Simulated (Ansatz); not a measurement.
# BH3OSSi: vertical ionisation energy

The task here is to estimate one member of a computed series from the others.

Program: Ansatz 0.2.0, Gaussian basis. Level of theory: unrestricted cation, the program's frozen cores in correlated methods. These are calculated values, not measurements.

The runs, in order: UKS PBE-D4/def2-TZVPP; UKS r2SCAN-D4/def2-TZVPP; UKS PBE0-D4/def2-TZVPP; UKS B3LYP-D4/def2-TZVPP; UKS wB97X-V/def2-TZVPP; UKS wB97M-V/def2-TZVPP; UKS B2PLYP/def2-TZVPP; UHF-CCSD(T)/def2-TZVPP; UHF-MP2/def2-QZVPP; extrapolation to the limit; then −ε(HOMO) from the neutral's earlier runs with LDA (SPW92), PBE-D4, revPBE-D4, BLYP-D4, r2SCAN-D4, B97M-V, PBE0-D4, B3LYP-D4, r2SCANh-D4, r2SCAN0-D4, HSE06-D4, BHLYP-D4, CAM-B3LYP-D4, LC-ωPBE, ωB97X-V, ωB97M-V.

## The relaxed structure

All runs share one geometry, relaxed beforehand with PBE0-D4 in a triple-zeta def2 set.

SMILES `B1O[SiH2]S1`, 7 atoms, charge 0, spin multiplicity 1.

Atoms are counted from 1 here; the program's logs count them from 0.

Bond lengths: B1–O2 1.373 Å, B1–S4 1.847 Å, B1–H5 1.190 Å, O2–Si3 1.680 Å, Si3–S4 2.127 Å, Si3–H6 1.480 Å, Si3–H7 1.480 Å. Angles: O2–B1–S4 110.0°, O2–B1–H5 124.5°, S4–B1–H5 125.6°, B1–O2–Si3 94.2°, O2–Si3–S4 87.4°, O2–Si3–H6 112.1°, O2–Si3–H7 112.1°, S4–Si3–H6 116.2°, S4–Si3–H7 116.2°, H6–Si3–H7 110.9°, B1–S4–Si3 68.4°.

Geometry (Å):

```mol
BH3OSSi
  3D, bonds by distance, orders not assigned

  7  7  0  0  0  0  0  0  0  0999 V2000
   -1.0820    0.0820   -0.6795 B   0  0
    0.1870    0.5236   -0.9599 O   0  0
    0.8406   -0.0620    0.4724 Si  0  0
   -1.1056   -0.7686    0.9595 S   0  0
   -2.0211    0.2313   -1.3954 H   0  0
    1.3728    1.0236    1.3256 H   0  0
    1.8694   -1.0980    0.2316 H   0  0
  1  2  8  0
  2  3  8  0
  3  4  8  0
  1  5  8  0
  3  6  8  0
  3  7  8  0
  1  4  8  0
M  END
```

Set-up of the first run:

in.yaml reads:

```yaml
crystal:
  periodic: [false, false, false]
  atoms:
    - {symbol: B, position_ang: [-1.081999, 0.082021, -0.679460]}
    - {symbol: O, position_ang: [0.186969, 0.523617, -0.959917]}
    - {symbol: Si, position_ang: [0.840556, -0.062007, 0.472434]}
    - {symbol: S, position_ang: [-1.105556, -0.768609, 0.959530]}
    - {symbol: H, position_ang: [-2.021085, 0.231349, -1.395353]}
    - {symbol: H, position_ang: [1.372835, 1.023587, 1.325563]}
    - {symbol: H, position_ang: [1.869380, -1.097958, 0.231603]}
basis:
  gaussian: {orbitals: def2-TZVPP}
total_charge: 1
magnetization: {spin_polarized: true, initial_magnetization: 1}
hamiltonian: {xc: pbe, dispersion: d4}
```

Launch:

```console
> ansatz run in.yaml --threads 2 --pin off --events-out ev --progress --plain --max-ram 4352MiB
```

Steps of the session up to this table: Cation, UKS PBE-D4/def2-TZVPP; Cation, UKS r2SCAN-D4/def2-TZVPP; Cation, UKS PBE0-D4/def2-TZVPP; Cation, UKS B3LYP-D4/def2-TZVPP; Cation, UKS wB97X-V/def2-TZVPP; Cation, UKS wB97M-V/def2-TZVPP; Cation, UKS B2PLYP (frozen core)/def2-TZVPP; Cation, UHF-CCSD(T)/def2-TZVPP; Cation, UHF-MP2/def2-QZVPP.

One table of the session follows, with a row left open; its other results are not shown here.

For comparison, −ε(HOMO) of the neutral from earlier runs:

| functional | −ε(HOMO) (eV) |
| --- | --- |
| LDA (SPW92) | 6.93 |
| PBE-D4 | 6.79 |
| revPBE-D4 | 6.74 |
| BLYP-D4 | 6.60 |
| r2SCAN-D4 | 7.07 |
| B97M-V | 7.17 |
| PBE0-D4 | 7.98 |
| B3LYP-D4 | 7.71 |
| r2SCANh-D4 | 7.51 |
| r2SCAN0-D4 | 8.17 |
| HSE06-D4 | 7.58 |
| BHLYP-D4 | ? |
| CAM-B3LYP-D4 | 9.25 |
| LC-ωPBE | 10.65 |
| ωB97X-V | 10.29 |
| ωB97M-V | 10.12 |

**Question.** Estimate the row for BHLYP-D4.

Worked estimate for «−ε(HOMO) (eV)». Against the share of exact exchange, BLYP-D4 (0, 6.60), B3LYP-D4 (0.2, 7.71) give a slope of 5.55 per unit share; at 0.5 the line stands at 9.37.

The run gave: −ε(HOMO) (eV): 9.00. In «−ε(HOMO) (eV)» the line misses by +0.37.
